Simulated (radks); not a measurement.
**Ca in [Ne] 3s1 3p6 4s2 3d1: an all-electron calculation**

One table from this session's results is given with a row withheld; the runs are named, their logs left out.

Method: non-relativistic Kohn-Sham, SOGGA, spin-polarised, spherical densities, point nucleus; open shells are filled with parallel spins first. Code: radks (a radial shooting solver on a logarithmic mesh, Libxc functionals) version 1.

## The atom as given

* element: calcium (Z = 20)
* charge: 0
* electrons: 20
* configuration: [Ne] 3s1 3p6 4s2 3d1

The outer shells:

Ca
```
[Ne] core
3s [↑ ]
3p [↑↓][↑↓][↑↓]
4s [↑↓]
3d [↑ ][  ][  ][  ][  ]
```

The first run:

The run's settings:

```text
Z 20
configuration [Ne] 3s1 3p6 4s2 3d1
relativity non-relativistic
functional sogga,pbe
spin polarised
nucleus point
```

One of the session's tables, all rows but one given; the rest of the session is left out.

It belongs to the step «Shells». From the orbitals of this run (lengths in bohr):

```
  level      <r>  outermost maximum (interpolated)  90 % within  nodes
  1s up  0.07743                            0.0508        0.138      0
1s down  0.07744                            0.0509        0.138      0
  2s up   0.3670                             0.302        0.571      1
2s down   0.3668                             0.302        0.571      1
  2p up   0.3286                             0.247        0.542      0
2p down        ?                                 ?            ?      ?
  3s up    1.149                             0.993         1.72      2
3s down    1.155                             0.995         1.73      2
  3p up    1.246                              1.04         1.92      1
3p down    1.258                              1.04         1.94      1
  3d up    1.844                              1.18         3.25      0
  4s up    3.819                              3.24         5.70      3
4s down    3.965                              3.36         5.93      3
3d down    2.093                              1.21         3.82      0
```

Q: Estimate the row for 2p down from the others.

The run gave: <r>: 0.3284; outermost maximum (interpolated): 0.247; 90 % within: 0.541; nodes: 0. In the column «<r>» it lies between 1s down (0.07744) and 2p up (0.3286).
